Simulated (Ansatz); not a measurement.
# CdF2: the cost of one run

Program: Ansatz 0.2.0, Gaussian basis. Level of theory: single points in def2-TZVPP. These are calculated values, not measurements.

Correlated methods freeze the cores. Filled d shells of the heavier atoms are correlated. Core potentials replace the inner electrons past krypton, and spin-orbit coupling is left out.

## 1. The starting structure

3 atoms, charge 0, spin multiplicity 1.

Atoms are counted from 1 here; the program's logs count them from 0.

Bond lengths: F1–Cd2 1.984 Å, Cd2–F3 2.026 Å. Angles: F1–Cd2–F3 98.6°.

As a file:

```xyz
3

F     1.32840    0.21310    0.73070
Cd   -0.41240    0.70560   -0.08400
F    -1.05570   -1.15380   -0.56780
```

## 2. CCSD(T)/def2-TZVPP

Contents of run/in.yaml:

```yaml
crystal:
  periodic: [false, false, false]
  atoms:
    - {symbol: F, position_ang: [1.328400, 0.213100, 0.730700]}
    - {symbol: Cd, position_ang: [-0.412400, 0.705600, -0.084000]}
    - {symbol: F, position_ang: [-1.055700, -1.153800, -0.567800]}
basis:
  gaussian: {orbitals: def2-TZVPP}
correlation: {method: ccsd_t}
output: {forces: true}
```

The run is started by

```console
> ansatz run in.yaml --threads 4 --pin off --events-out ev --progress --plain --max-ram 5222MiB
```

**Question.** How long does this run take on 4 threads of Arm Neoverse N1, shared host, and how much memory does it need?

About 2.1 min, with a peak of 1.1 GiB.
